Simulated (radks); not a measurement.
**The series with 5 electrons, B to Fe²¹⁺**

An exercise on one series of results from a longer session: the logs are not shown, and one member is left open.

Method: non-relativistic Kohn-Sham, PBE, spin-polarised, spherical densities, point nucleus; open shells are filled with parallel spins first. Code: radks (a radial shooting solver on a logarithmic mesh, Libxc functionals) version 1.

## The atom as given

| Item | Value |
| --- | --- |
| electrons | 5 |
| ions | B, O³⁺, Si⁹⁺, Cl¹²⁺, Ca¹⁵⁺, V¹⁸⁺, Fe²¹⁺ |
| configuration | NIST ground configuration of each |

Set-up of the first run:

The run's settings:

```text
Z 5
configuration [He] 2s2 2p1
relativity non-relativistic
functional pbe,pbe
spin polarised
nucleus point
```

Among the steps run: B, [He] 2s2 2p1; O³⁺, [He] 2s2 2p1; Si⁹⁺, [He] 2s2 2p1; Cl¹²⁺, [He] 2s2 2p1; Ca¹⁵⁺, [He] 2s2 2p1; V¹⁸⁺, [He] 2s2 2p1; Fe²¹⁺, [He] 2s2 2p1.

One of the session's tables, all rows but one given; the rest of the session is left out.

| ion | E (hartree) | ε(1s down) (eV) | ε(2p up) (eV) | ε(2p down, empty) (eV) | <r>(2p up) (bohr) |
| --- | --- | --- | --- | --- | --- |
| B | -24.60538 | -180.22 | -4.021 | -2.946 | 2.255 |
| O³⁺ | -71.15409 | -585.63 | -66.268 | -63.286 | 0.9131 |
| Si⁹⁺ | ? | ? | ? | ? | ? |
| Cl¹²⁺ | -359.40052 | -3275.6 | -623.54 | -614.85 | 0.3425 |
| Ca¹⁵⁺ | -504.98834 | -4662.3 | -931.92 | -921.32 | 0.2839 |
| V¹⁸⁺ | -675.32699 | -6293.9 | -1301.6 | -1289.0 | 0.2424 |
| Fe²¹⁺ | -870.41617 | -8170.5 | -1732.4 | -1718.0 | 0.2116 |

Estimate the missing values for Si⁹⁺.

The run gave: E (hartree): -238.56414; ε(1s down) (eV): -2133.8; ε(2p up) (eV): -376.43; ε(2p down, empty) (eV): -369.64; <r>(2p up) (bohr): 0.4318. In the column «E (hartree)» it lies between Cl¹²⁺ (-359.40052) and O³⁺ (-71.15409).
